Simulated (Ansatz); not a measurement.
# CsLiCr2Te2S3 (Pm) in Ansatz: a series of runs

One crystal, CsLiCr2Te2S3, is run at these levels: PBE+U; tasks: projected density of states.

All numbers are computed with Ansatz 0.2.0; they aren't measurements. Logs are shortened: lines on timing, memory, paths and dates and some standing lists are left out, and cuts for length are marked.

## (1) Starting point

The structure is monoclinic, space group Pm (No. 6). The conventional cell has a = 7.057 Å, b = 3.981 Å, c = 9.084 Å, α = 90.00°, β = 107.12°, γ = 90.00°. Around Cs (site symmetry m) lie 3 S at 3.44 to 3.50 Å and 1 Te at 3.93 Å. Li (site symmetry m) is surrounded by 3 S at 2.21 to 2.30 Å. Cr (site symmetry m) is surrounded by 5 S at 2.47 to 2.63 Å and 1 Te at 2.79 Å and 2 Li at 2.81 Å. Cr (site symmetry m) is surrounded by 2 S at 2.34 to 2.50 Å. Te (site symmetry m) has 3 Cr at 2.76 to 2.79 Å as nearest neighbours. Te (site symmetry m) is surrounded by 1 S at 2.48 Å and 2 Cr at 2.80 Å. Around S (site symmetry m) lie 2 Li at 2.21 Å and 1 Te at 2.48 Å and 1 Cr at 2.51 Å. Around S (site symmetry m) lie 3 Cr at 2.34 to 2.47 Å and 1 Li at 2.63 Å.

The cell was built by a generator and needn't be a form met in nature.

## (2) Projected density of states, PBE+U, collinear spin, ferromagnetic start

input.yaml

```yaml
crystal:
  lattice:
    - [7.05684, 0.0, 0.00788]
    - [0.0, 3.9806, 0.0]
    - [-2.68302, 0.0, 8.67869]
  atoms:
    - { symbol: Cs, position: [0.07739, 0.0, 0.37706] }
    - { symbol: Li, position: [0.86424, 0.5, 0.78883] }
    - { symbol: Cr, position: [0.12646, 0.0, 0.94616], spin: 3.0 }
    - { symbol: Cr, position: [0.5929, 0.5, 0.97165], spin: 3.0 }
    - { symbol: Te, position: [0.50838, 0.0, 0.1527] }
    - { symbol: Te, position: [0.55612, 0.0, 0.74893] }
    - { symbol: S, position: [0.87426, 0.0, 0.68502] }
    - { symbol: S, position: [0.25176, 0.5, 0.84402] }
    - { symbol: S, position: [0.96294, 0.5, 0.05357] }
hamiltonian:
  xc: pbe
  pseudopotentials: { kind: paw }
  hubbard: { sites: [{ species: Cr, l: d, u_eff: 2.0 }] }
magnetization:
  spin_polarized: true
kpoints:
  mp_grid: { grid: [4, 7, 3] }
scf:
  occupations: { method: fermi_dirac, width: 0.05 }
  n_extra_bands: 22
output:
  forces: true
  stress: true
  eigenvalues: true
  dos: { projected: true, de: 0.05, nscf_kmesh: { grid: [6, 11, 5] } }
```

Potentials or basis: Ansatz PAW.

Run with:

```sh
$ ansatz run input.yaml --threads 8 --pin off --max-ram 20480MiB --backend cpu --events-out ev --progress --plain --runs-dir out
```

Output:

```text
Warning: RAYON_NUM_THREADS=8 ignored (pool sized by the plan → 8); use --threads N
Cs: projections on atomic orbitals take those of the free atom [Kr 4d10] 5s2 5p6 6s1, of charge +0.00 (hamiltonian.pseudopotentials.projection_atoms); the dataset's partial waves leave at most 8.5e-6 of an orbital's norm unspanned inside its sphere
Li: projections on atomic orbitals take those of the free atom 1s2 2s1, of charge +0.00 (hamiltonian.pseudopotentials.projection_atoms); the dataset's partial waves leave at most 8.9e-11 of an orbital's norm unspanned inside its sphere
Cr: projections on atomic orbitals take those of the free atom [Ne] 3s2 3p6 3d5 4s1, of charge +0.00 (hamiltonian.pseudopotentials.projection_atoms); the dataset's partial waves leave at most 7.0e-7 of an orbital's norm unspanned inside its sphere
Te: projections on atomic orbitals take those of the free atom [Kr] 4d10 5s2 5p4, of charge +0.00 (hamiltonian.pseudopotentials.projection_atoms); the dataset's partial waves leave at most 7.8e-6 of an orbital's norm unspanned inside its sphere
S: projections on atomic orbitals take those of the free atom [Ne] 3s2 3p4, of charge +0.00 (hamiltonian.pseudopotentials.projection_atoms); the dataset's partial waves leave at most 1.6e-7 of an orbital's norm unspanned inside its sphere
scf.n_extra_bands = 22 over 45 filled bands (N_el = 90.0): the run solves 67 bands
Engine: ansatz 0.2.0, aarch64-unknown-linux-gnu
Pseudopotentials: kind: paw
Pseudopotential: Cs, paw, valence charge 9, recommended cutoff 420 eV (normal), Cs.paw.azcp
Pseudopotential: Li, paw, valence charge 3, recommended cutoff 420 eV (normal), Li.paw.azcp
Pseudopotential: Cr, paw, valence charge 14, recommended cutoff 420 eV (normal), Cr.paw.azcp
Pseudopotential: Te, paw, valence charge 16, recommended cutoff 420 eV (normal), Te.paw.azcp
Pseudopotential: S, paw, valence charge 6, recommended cutoff 420 eV (normal), S.paw.azcp
Functional definition: PBE
  parameter kappa = 0.804
  parameter beta = 0.06672455060314922
  exchange = pbe_x(kappa = kappa, mu = beta*pi^2/3)
  correlation = pbe_c(beta = beta)
Crystal: 9 atoms, lattice volume = 243.873 Å³
Basis set: ecut = 420 eV, 4787 PW (Γ), exchange–correlation on 96×54×128 points (8 copies of the dense FFT grid, shifted against one another)
[... 63 lines left out ...]
  E_local      = -11240.123338  (includes V_loc(G=0)·N_el)
  E_nonlocal   = -372.061123
  E_hartree    = 5505.163088
  E_xc         = -1003.233785
  E_vxc        = -965.478095  (∫ρ·V_xc dr)
  E_hubbard    = 2.143298  (on-site DFT+U / exact-exchange correction)
  E_vhub       = -5.282926  (the Hubbard potential's part of the band-sum identity)
  E_paw        = -18609.765140  (= ΣΔE_a)
  E_vpaw       = -1295.189678  (= ΣTr[D̂ρ^β])
  E_aug_tail   = 0.000387  (compensation charges beyond the density's cutoff)
  E_ewald      = -5112.938981
  E_smearing   = -0.000718  (= −TS)
  E_closure    = -0.000000  (closes the sum)
  Σ components = -29300.457779   (vs F -29300.457779, Δ=0.00e0)
--- Forces (eV/Å), atoms counted from 1 ---
  atom   1  Cs     0.00424755    -0.00000000     0.00110507
  atom   2  Li     0.00249437    -0.00000000    -0.01548501
  atom   3  Cr    -0.10380586     0.00000000     0.18109286
  atom   4  Cr     0.13036859     0.00000000     0.06972046
  atom   5  Te    -0.01864121     0.00000000     0.22880569
  atom   6  Te     0.06384686    -0.00000000    -0.20580445
  atom   7  S     -0.13205041    -0.00000000    -0.15108740
  atom   8  S     -0.02111491    -0.00000000    -0.22526128
  atom   9  S      0.07462616     0.00000000     0.11695651
  max |Σ_I F_I| component: 4.25e-5 eV/Å
--- Stress (GPa, compression-positive) ---
        1.048627       0.000000       0.205557
        0.000000       1.208816       0.000000
        0.205556       0.000000       0.968723
  P = ⅓ Tr σ = 1.0754 GPa (10.754 kbar)
--- Band table (eV; the first three rows and the last of 56) ---
  k-point 0 ↑: bands = ["-66.5124", "-66.1833", "-38.6415", "-37.8738", "-37.8622", "-37.8416", "-37.5489", "-37.5488", "-37.5353", "-30.6102", "-30.5387", "-30.5097", "-30.2903", "-30.2862", "-29.4799", "-29.4714", "-29.4676", "-29.4636", "-29.4612", "-15.5922", "-7.2198", "-6.1666", "-5.4458", "-4.2871", "-3.8261", "-2.4270", "-2.3103", "-2.0023", "1.1976", "1.8540", "2.0220", "2.4943", "2.9213", "2.9756", "3.2265", "3.7498", "3.8835", "3.9999", "4.2065", "4.2287", "4.4703", "4.4817", "4.8802", "4.9231", "5.3230", "5.7616", "5.9296", "6.5625", "7.2453", "8.0025", "8.0733", "8.3679", "8.6915", "9.2018", "9.9638", "10.7272", "11.1887", "11.5107", "12.1535", "12.2514", "12.5219", "12.6061", "12.8150", "12.8907", "13.3961", "13.4348", "13.5548"]
  k-point 1 ↑: bands = ["-66.5124", "-66.1833", "-38.6415", "-37.8738", "-37.8622", "-37.8416", "-37.5489", "-37.5488", "-37.5353", "-30.6102", "-30.5387", "-30.5097", "-30.2903", "-30.2862", "-29.4799", "-29.4714", "-29.4676", "-29.4636", "-29.4612", "-15.5919", "-7.2258", "-6.1603", "-5.4365", "-4.2919", "-3.8193", "-2.4218", "-2.3528", "-2.0023", "1.2344", "1.8891", "2.1203", "2.4974", "2.8965", "2.9710", "3.1943", "3.6239", "3.8758", "3.9975", "4.2009", "4.2266", "4.4747", "4.4815", "4.8955", "4.9322", "5.3525", "5.6567", "5.8381", "6.5620", "7.4179", "8.0169", "8.0742", "8.3574", "8.7324", "9.3700", "10.2307", "10.5945", "10.9527", "11.4377", "11.8049", "12.1708", "12.5905", "12.5996", "12.7770", "13.1352", "13.2928", "13.6213", "13.7111"]
  k-point 2 ↑: bands = ["-66.5123", "-66.1832", "-38.6415", "-37.8745", "-37.8622", "-37.8416", "-37.5495", "-37.5488", "-37.5353", "-30.6100", "-30.5389", "-30.5097", "-30.2904", "-30.2856", "-29.4795", "-29.4715", "-29.4678", "-29.4636", "-29.4607", "-15.5732", "-7.1563", "-6.1377", "-5.4214", "-4.2161", "-3.7714", "-2.3995", "-2.3051", "-2.2160", "1.2860", "1.6940", "1.9966", "2.3289", "2.8248", "3.1795", "3.3106", "3.6259", "3.7518", "3.8984", "4.0252", "4.2326", "4.4379", "4.4885", "4.7392", "4.9056", "5.3369", "5.8331", "5.9213", "6.0987", "7.2368", "7.5669", "7.7235", "8.3674", "8.8972", "9.6912", "10.5005", "10.8905", "11.2071", "11.7416", "11.8852", "12.3472", "12.5420", "12.6635", "12.8517", "12.9038", "13.3725", "13.4728", "13.8543"]
  k-point 27 ↓: bands = ["-63.1412", "-62.9220", "-38.6400", "-34.6629", "-34.5245", "-34.4245", "-34.3974", "-34.3056", "-34.2925", "-30.6209", "-30.5565", "-30.5254", "-30.3200", "-30.3145", "-29.5278", "-29.5259", "-29.5149", "-29.5117", "-29.5064", "-15.4962", "-6.9022", "-6.1315", "-5.4999", "-4.0927", "-3.6736", "-2.9586", "-2.2689", "-2.2490", "1.4529", "1.7926", "2.2615", "2.5333", "3.0324", "3.4316", "3.6158", "3.7312", "4.1659", "4.3696", "4.7346", "4.9271", "5.1845", "5.5375", "7.9198", "8.6661", "8.8534", "8.9728", "9.2659", "9.3525", "9.3956", "9.6382", "9.7445", "9.8252", "9.9200", "10.1126", "10.8526", "11.4102", "11.5305", "11.9395", "12.3332", "12.4705", "12.7283", "12.9714", "13.2625", "13.6721", "14.2155", "14.4556", "14.6600"]
Occupation matrices written to <dir>
```

dos.tsv:

```text
# E-E_F[eV]	g_bin_mean(E)[states/eV]	N(E)	g_bin_mean_up(E)	g_bin_mean_dn(E)	N_up(E)	N_dn(E)
# format = ansatz-dos/2
# fermi_ev = 6.736912
# fermi_mp_grid = 6 11 5
# fermi_mp_shift = 0 0 0
# nscf_kmesh_grid = 6 11 5
# nscf_kmesh_shift = 0 0 0
# g_bin_mean(E): the states in a bin one row spacing wide, centred on E, divided by that spacing. States that the method places at a single energy (under output.dos.method: tetrahedron, those of a tetrahedron whose four corners have one energy) are counted whole in the row whose bin holds that energy (on the edge of two bins, in the lower row). The sum of g_bin_mean over a run of rows, times the row spacing, is the number of states from half a spacing under the first of them to half a spacing over the last (a plain sum, not the trapezoid rule).
-73.749295	0.000000e0	0.000000e0	0.000000e0	0.000000e0	0.000000e0	0.000000e0
-73.699295	0.000000e0	0.000000e0	0.000000e0	0.000000e0	0.000000e0	0.000000e0
-73.649295	0.000000e0	0.000000e0	0.000000e0	0.000000e0	0.000000e0	0.000000e0
-73.599295	0.000000e0	0.000000e0	0.000000e0	0.000000e0	0.000000e0	0.000000e0
-73.549295	0.000000e0	0.000000e0	0.000000e0	0.000000e0	0.000000e0	0.000000e0
-73.499295	0.000000e0	0.000000e0	0.000000e0	0.000000e0	0.000000e0	0.000000e0
[... 1640 lines left out ...]
8.550705	0.000000e0	1.340000e2	0.000000e0	0.000000e0	6.700000e1	6.700000e1
8.600705	0.000000e0	1.340000e2	0.000000e0	0.000000e0	6.700000e1	6.700000e1
```

occupation_matrices:

```text
# The occupation matrices of the corrected shells as a run of Ansatz 0.0.0 ended. An entry of
# hamiltonian.hubbard.sites starts from them by `starting_ns: <path of this file>`, where that key's refused
# combinations let it.
[... 50 lines left out ...]
  site3_d_down:
    matrix:
      - [0.07426862400859834, 0.029842725520420273, 5.800481622797449e-17, -0.042094950183082305, 1.9678269430611905e-17]
      - [0.029842725520420277, 0.15790240713755666, 3.350184712980209e-17, -0.09409951697716684, 2.0274580625478933e-17]
      - [5.800481622797449e-17, 3.350184712980209e-17, 0.2226939345301203, -3.198396408832238e-17, 0.07522742407095842]
      - [-0.042094950183082305, -0.09409951697716684, -3.209238430557093e-17, 0.1656380073908849, -5.421010862427522e-19]
      - [1.9678269430611905e-17, 2.0274580625478933e-17, 0.07522742407095842, -5.421010862427522e-19, 0.093888210256422]
```

It took 72 s on 8 threads of Arm Neoverse V2, shared host; peak memory 2.3 GiB.

What came out:

| Property | Result |
| --- | --- |
| Free energy | -29300.4578 eV |
| Pressure | 1.1 GPa |
| Largest force | 0.230 eV/Å |
| Band gap on the k mesh | 0.37 eV, indirect (least direct gap 0.67 eV) |
| Net moment | 6.00 μB per cell |
| Absolute moment | 8.12 μB per cell |
| Site moments | Cs -0.00; Li +0.00; Cr +3.10, +2.93; Te -0.22, -0.07; S -0.05, -0.19, -0.11 μB |

Forces in eV/Å, atoms in the order of the input:
```
Cs   0.004  0.000  0.001
Li   0.002  0.000 -0.015
Cr  -0.104  0.000  0.181
Cr   0.130  0.000  0.070
Te  -0.019  0.000  0.229
Te   0.064  0.000 -0.206
S   -0.132  0.000 -0.151
S   -0.021  0.000 -0.225
S    0.075  0.000  0.117
```

States per cell in windows of 1 eV (zero at the valence-band top; states under -8 eV left out):
```csv
from (eV),up,down,Cr 3d up,Cr 3d down,S 3p down,S 3p up,Te 5p down,Te 5p up
-8.0,0.00,0.00,0.00,0.00,0.00,0.00,0.00,0.00
-7.0,0.00,0.00,0.00,0.00,0.00,0.00,0.00,0.00
-6.0,1.44,0.95,0.24,0.04,0.56,0.73,0.27,0.31
-5.0,2.52,1.96,0.63,0.09,1.14,1.18,0.49,0.48
-4.0,3.89,2.65,1.54,0.16,1.56,1.51,0.69,0.60
-3.0,5.91,3.92,3.35,0.38,2.51,1.36,0.81,0.92
-2.0,4.37,3.36,1.90,0.44,1.14,1.38,1.65,0.86
-1.0,1.86,1.16,0.40,0.09,0.41,0.63,0.61,0.72
0.0,1.71,0.00,0.71,0.00,0.00,0.43,0.00,0.39
1.0,2.42,1.00,0.82,0.26,0.26,0.61,0.35,0.78
2.0,1.06,6.34,0.09,4.83,0.28,0.33,0.29,0.37
3.0,1.24,4.59,0.01,2.85,0.38,0.04,0.36,0.03
4.0,2.95,2.61,0.02,0.23,0.09,0.12,0.05,0.08
5.0,3.47,3.29,0.01,0.15,0.10,0.11,0.07,0.08
6.0,3.71,3.72,0.01,0.10,0.10,0.08,0.07,0.07
7.0,2.44,3.32,0.01,0.06,0.06,0.04,0.04,0.03
```

Eigenvalues of the final occupation matrices:
```tsv
site	spin	trace	eigenvalues
site 1	1	4.11	0.56 0.59 0.98 0.99 0.99
site 1	2	0.62	0.05 0.05 0.07 0.22 0.23
site 2	1	4.13	0.55 0.64 0.98 0.98 0.99
site 2	2	0.71	0.06 0.06 0.07 0.26 0.27
```

Caveat: the magnetic or orbital state may not be the lowest; odd divisions of the mesh miss points on the zone boundary, where band edges often lie, so the gap on the mesh can be too wide; spin-orbit coupling is left out, which moves the levels of the heavy elements; only a ferromagnetic start was run, and an antiferromagnetic order may lie lower in energy. A k mesh can miss the band edges.

## (3) Projected density of states, PBE+U, collinear spin, ferromagnetic start

Edit input.yaml of step 2 so:

```diff
@@ -18,3 +18,3 @@
   pseudopotentials: { kind: paw }
-  hubbard: { sites: [{ species: Cr, l: d, u_eff: 2.0 }] }
+  hubbard: { sites: [{ species: Cr, l: d, u_eff: 4.0 }] }
 magnetization:
```

Potentials or basis: Ansatz PAW.

Run with:

```sh
$ ansatz run input.yaml --threads 8 --pin off --max-ram 20480MiB --backend cpu --events-out ev --progress --plain --runs-dir out
```

Wall time 69 s (8 threads of Arm Neoverse V2, shared host); peak memory 2.5 GiB.

The run converged. Its results:

```yaml
Free_energy: -29298.4619 eV
Pressure: 2.3 GPa
Largest_force: 0.501 eV/Å
Band_gap_on_the_k_mesh: 0.22 eV, indirect (least direct gap 0.51 eV)
Net_moment: 6.00 μB per cell
Absolute_moment: 9.16 μB per cell
Site_moments: Cs -0.01; Li -0.00; Cr +3.32, +3.17; Te -0.32, -0.11; S -0.08, -0.28, -0.16 μB
```

Forces on the atoms (eV/Å):
```
Cs   0.007  0.000  0.000
Li   0.016  0.000 -0.026
Cr  -0.220  0.000  0.360
Cr   0.333  0.000  0.153
Te  -0.059  0.000  0.498
Te   0.115  0.000 -0.443
S   -0.264  0.000 -0.343
S   -0.037  0.000 -0.456
S    0.109  0.000  0.258
```

Stress tensor (GPa, compression positive):
```
2.26 0.00 0.36
0.00 2.65 0.00
0.36 0.00 2.07
```

Levels at points of the mesh, in eV from the valence-band top:
Spin up:
```csv
k point,band 44,band 45,band 46,band 47,band 48,band 49,band 50,band 51,band 52,band 53
"(0.00, 0.00, 0.00)",-1.65,-1.31,-0.82,-0.74,0.00,0.54,1.34,1.44,1.69,2.13
"(-0.50, 0.00, 0.00)",-1.59,-1.39,-0.86,-0.76,-0.29,0.49,1.17,1.47,1.69,1.75
```
Spin down:
```csv
k point,band 40,band 41,band 42,band 43,band 44,band 45
"(0.00, 0.00, 0.00)",-0.98,-0.86,-0.32,1.55,2.51,2.79
"(-0.50, 0.00, 0.00)",-1.03,-0.85,-0.09,1.24,2.60,3.06
```

States per cell in windows of 0.5 eV (zero at the valence-band top; states under -8 eV left out):
```
from (eV)    up  down  Cr 3d up  Cr 3d down  S 3p down  S 3p up  Te 5p down  Te 5p up
     -8.0  0.00  0.00      0.00        0.00       0.00     0.00        0.00      0.00
     -7.5  0.00  0.00      0.00        0.00       0.00     0.00        0.00      0.00
     -7.0  0.00  0.00      0.00        0.00       0.00     0.00        0.00      0.00
     -6.5  0.00  0.00      0.00        0.00       0.00     0.00        0.00      0.00
     -6.0  1.09  0.00      0.31        0.00       0.00     0.48        0.00      0.21
     -5.5  0.62  0.99      0.20        0.03       0.58     0.25        0.28      0.10
     -5.0  1.87  0.57      0.77        0.02       0.33     0.65        0.15      0.31
     -4.5  1.78  1.42      1.00        0.05       0.83     0.48        0.37      0.20
     -4.0  2.39  1.27      1.41        0.05       0.79     0.62        0.30      0.23
     -3.5  3.27  1.30      1.89        0.06       0.73     0.81        0.40      0.41
     -3.0  2.64  1.92      1.24        0.13       1.30     0.74        0.37      0.47
     -2.5  1.67  1.98      0.58        0.15       1.27     0.67        0.46      0.30
     -2.0  1.67  1.54      0.44        0.15       0.64     0.78        0.69      0.34
     -1.5  1.67  1.83      0.28        0.16       0.61     0.69        0.99      0.58
     -1.0  1.13  1.02      0.14        0.08       0.36     0.45        0.54      0.46
     -0.5  0.22  0.16      0.02        0.01       0.03     0.05        0.11      0.14
      0.0  0.85  0.00      0.33        0.00       0.00     0.25        0.00      0.18
      0.5  1.34  0.00      0.42        0.00       0.00     0.34        0.00      0.47
      1.0  1.57  0.59      0.48        0.07       0.18     0.45        0.25      0.50
      1.5  0.43  0.41      0.08        0.05       0.13     0.12        0.17      0.18
      2.0  0.81  0.00      0.06        0.00       0.00     0.30        0.00      0.34
      2.5  0.20  1.17      0.00        0.53       0.02     0.01        0.03      0.01
      3.0  0.50  3.26      0.01        2.19       0.10     0.02        0.10      0.01
      3.5  0.80  4.00      0.01        2.81       0.17     0.03        0.18      0.02
      4.0  1.40  2.95      0.01        1.91       0.14     0.05        0.12      0.03
      4.5  1.56  1.89      0.01        0.50       0.08     0.07        0.04      0.05
      5.0  1.62  1.80      0.01        0.23       0.07     0.05        0.03      0.04
      5.5  1.84  1.70      0.01        0.14       0.05     0.06        0.03      0.04
      6.0  1.90  1.80      0.01        0.09       0.05     0.05        0.03      0.04
      6.5  1.78  1.97      0.00        0.09       0.05     0.03        0.03      0.03
      7.0  1.81  1.88      0.00        0.07       0.04     0.03        0.02      0.03
      7.5  0.58  1.48      0.00        0.04       0.02     0.01        0.02      0.01
```

Eigenvalues of the final occupation matrices:
```tsv
site	spin	trace	eigenvalues
site 1	1	4.23	0.61 0.66 0.98 0.99 0.99
site 1	2	0.47	0.04 0.04 0.05 0.17 0.17
site 2	1	4.27	0.60 0.72 0.98 0.98 0.99
site 2	2	0.54	0.04 0.04 0.05 0.19 0.22
```

Caveat: the magnetic or orbital state may not be the lowest; odd divisions of the mesh miss points on the zone boundary, where band edges often lie, so the gap on the mesh can be too wide; spin-orbit coupling is left out, which moves the levels of the heavy elements; only a ferromagnetic start was run, and an antiferromagnetic order may lie lower in energy.
